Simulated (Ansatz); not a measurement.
# CH₅BOSi: basis-set convergence

Aim: see how fast density functionals converge with the basis set for CH₅BOSi.

Method: one geometry, several basis sets; program: Ansatz 0.2.0, Gaussian basis.

Levels to be run: PBE0-D4/def2-SVP; ωB97M-V/def2-SVP; PBE0-D4/def2-QZVPP; ωB97M-V/def2-QZVPP; the functionals' def2-TZVPP values are taken from earlier runs.

## Step 1: The geometry

An earlier PBE0-D4 in a triple-zeta def2 set relaxation fixed the geometry.

SMILES `B1OC[SiH2]1`, 9 atoms, charge 0, spin multiplicity 1.

Atoms are counted from 1 here; the program's logs count them from 0.

Bond lengths: B1–O2 1.357 Å, B1–Si4 2.022 Å, B1–H5 1.194 Å, O2–C3 1.462 Å, C3–Si4 1.921 Å, C3–H6 1.091 Å, C3–H7 1.091 Å, Si4–H8 1.489 Å, Si4–H9 1.489 Å. Angles: O2–B1–Si4 91.5°, O2–B1–H5 121.1°, Si4–B1–H5 147.4°, B1–O2–C3 106.2°, O2–C3–Si4 92.5°, O2–C3–H6 108.9°, O2–C3–H7 108.9°, Si4–C3–H6 117.9°, Si4–C3–H7 117.8°, H6–C3–H7 108.9°, B1–Si4–C3 69.7°, B1–Si4–H8 121.8°, B1–Si4–H9 121.8°, C3–Si4–H8 114.9°, C3–Si4–H9 115.0°, H8–Si4–H9 108.4°.

## Step 2: PBE0-D4 in def2-SVP

in.yaml reads:

```yaml
crystal:
  periodic: [false, false, false]
  atoms:
    - {symbol: B, position_ang: [-0.846590, 0.497843, -1.024404]}
    - {symbol: O, position_ang: [0.472124, 0.818132, -1.045611]}
    - {symbol: C, position_ang: [1.069966, 0.160420, 0.115661]}
    - {symbol: Si, position_ang: [-0.608902, -0.600570, 0.656411]}
    - {symbol: H, position_ang: [-1.592854, 0.901246, -1.864574]}
    - {symbol: H, position_ang: [1.851888, -0.519991, -0.226131]}
    - {symbol: H, position_ang: [1.517462, 0.918586, 0.760741]}
    - {symbol: H, position_ang: [-0.660173, -2.088595, 0.633957]}
    - {symbol: H, position_ang: [-1.114420, -0.133471, 1.976851]}
basis:
  gaussian: {orbitals: def2-SVP}
hamiltonian: {xc: pbe0, dispersion: d4}
output: {orbitals: {seedname: orbitals}}
```

Command:

```
$ ansatz run in.yaml --threads 2 --pin off --events-out ev --progress --plain --max-ram 4352MiB
```

The runs that follow: ωB97M-V in def2-SVP; PBE0-D4 in def2-QZVPP; ωB97M-V in def2-QZVPP.

Before running them: what should the planned runs give, taken together? Wanted: PBE0-D4: double and triple zeta above quadruple; ωB97M-V: double and triple zeta above quadruple.

As calculated:

```
                                       quantity          value
PBE0-D4: double and triple zeta above quadruple  7.59, 0.48 eV
ωB97M-V: double and triple zeta above quadruple  7.73, 0.45 eV
```

**Reading.** For PBE0-D4 the step from double to triple zeta gains 7.11 eV and the next only 0.48 eV. These are total energies; as a rule much of such shifts cancels in differences, which this series doesn't test.
